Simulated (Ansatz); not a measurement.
# BrCl3Sn: the cost of one run

Computed with Ansatz 0.2.0, Gaussian basis. Level: the settings change from run to run.

### 1 The relaxed structure

An earlier PBE0-D4 in a triple-zeta def2 set relaxation fixed the geometry. Sn takes a core potential in def2 sets; no spin-orbit term is included.

SMILES `[Cl][Sn]([Cl])([Cl])[Br]`, 5 atoms, charge 0, spin multiplicity 1.

Atoms are counted from 1 here; the program's logs count them from 0.

Bond lengths: Cl1–Sn2 2.291 Å, Sn2–Cl3 2.291 Å, Sn2–Cl4 2.291 Å, Sn2–Br5 2.435 Å. Angles: Cl1–Sn2–Cl3 108.9°, Cl1–Sn2–Cl4 108.9°, Cl1–Sn2–Br5 110.1°, Cl3–Sn2–Cl4 108.9°, Cl3–Sn2–Br5 110.1°, Cl4–Sn2–Br5 110.1°.

### 2 BHLYP/def2-TZVPP

Set apart from the defaults: a grid of angular degree 23, D4 dispersion, the search for lower states set to off.

Contents of in.yaml:

```yaml
crystal:
  periodic: [false, false, false]
  atoms:
    - {symbol: Cl, position_ang: [-1.054446, -0.276404, 2.009132]}
    - {symbol: Sn, position_ang: [0.008686, -0.029300, -0.004906]}
    - {symbol: Cl, position_ang: [2.081534, -0.995272, 0.128849]}
    - {symbol: Cl, position_ang: [-1.206958, -1.106056, -1.620609]}
    - {symbol: Br, position_ang: [0.221082, 2.333333, -0.553766]}
basis:
  gaussian: {orbitals: def2-TZVPP, final_grid: {core_spheres: 8, valence_spheres: 7, degree: 23}}
hamiltonian: {xc: {name: BHLYP}, dispersion: d4}
scf: {lower_state_search: off}
output: {forces: true}
```

Command:

```console
$ ansatz run in.yaml --threads 4 --pin off --events-out ev --progress --plain --max-ram 10444MiB
```

What time and memory should one allow on 4 threads of Arm Neoverse V2, shared host?

About 4 s, with a peak of 0.87 GiB.
